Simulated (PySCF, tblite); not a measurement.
# C6H7N2P: infrared bands and NMR shifts

What infrared bands and NMR shifts should C6H7N2P (`C#Cc1pcnn1CC`) show?

Programs: tblite 0.8.0 and PySCF 2.14.0, with density-fitted response routines of our own. Each step states its level of theory. These are calculated values for one molecule in the gas phase, unless marked as measured. Atoms are numbered from 0 throughout.

### 1 The molecule as given

16 atoms, charge 0, multiplicity 1; geometry from: GFN2-xTB.

Bonds of the start (Å): C0–C1 1.20, C1–C2 1.40, C2–P3 1.74, P3–C4 1.76, C4–N5 1.31, N5–N6 1.31, N6–C7 1.44, C7–C8 1.53, N6–C2 1.36, C0–H9 1.05, C4–H10 1.08, C7–H11 1.09, C7–H12 1.09, C8–H13 1.09, C8–H14 1.09, C8–H15 1.09.

### 2 Vibrational analysis with GFN2-xTB

The job: settings as JSON, then the geometry in Å.

```
{"job": {"kind": "ir", "xc": "GFN2-xTB", "basis": "xTB"}, "charge": 0, "multiplicity": 1}
C      2.268353    -0.778223    -1.526620
C      1.698907    -0.084370    -0.725795
C      1.059765     0.746511     0.201305
P      1.497272     2.378366     0.633645
C      0.130620     2.303025     1.734742
N     -0.538967     1.180404     1.745414
N     -0.020754     0.318947     0.898511
C     -0.650622    -0.966590     0.730159
C     -1.565384    -0.977624    -0.491923
H      2.769336    -1.379167    -2.224938
H     -0.184483     3.095151     2.390320
H      0.127922    -1.727630     0.625387
H     -1.228198    -1.154622     1.637771
H     -2.333131    -0.214325    -0.392501
H     -0.991493    -0.783863    -1.395393
H     -2.046741    -1.947047    -0.584011
```

**Question.** This job is followed by: GIAO PBE0/pcSseg-1 NMR shielding, non-relativistic, gas phase. Predict these results of the whole session: strongest single infrared mode (GFN2-xTB); zero-point energy (GFN2-xTB); 13C shifts against TMS (PBE0/pcSseg-1); 1H shifts against TMS (PBE0/pcSseg-1, means over atoms taken as alike); 31P shifts against H3PO4 (PBE0/pcSseg-1); 15N shifts against NH3 (PBE0/pcSseg-1).

**Answer**, as computed:

| quantity | value |
| --- | --- |
| strongest single infrared mode (GFN2-xTB) | 1338 cm⁻¹, 78 km/mol |
| zero-point energy (GFN2-xTB) | 74.0 kcal/mol |
| 13C shifts against TMS (PBE0/pcSseg-1) | 167.2, 157.1, 103.7, 80.0, 51.3, 18.1 ppm |
| 1H shifts against TMS (PBE0/pcSseg-1, means over atoms taken as alike) | 8.75, 4.69, 3.96, 1.51 ppm |
| 31P shifts against H3PO4 (PBE0/pcSseg-1) | 166.2 ppm |
| 15N shifts against NH3 (PBE0/pcSseg-1) | 382.4, 267.0 ppm |

**Reading.** No mode is imaginary among the 42: a minimum at this level. The strongest single mode, at 1338 cm⁻¹, moves mainly N6. Unscaled tight-binding wavenumbers are off by several per cent, some by more. Its intensities can rank the bands wrongly. At PBE0/pcSseg-1: The widest tensor belongs to N5: span 540 ppm, with a paramagnetic part of -438 ppm. NICS(1)zz of -29 ppm above the planar ring from C2 marks a diatropic (aromatic) ring current.
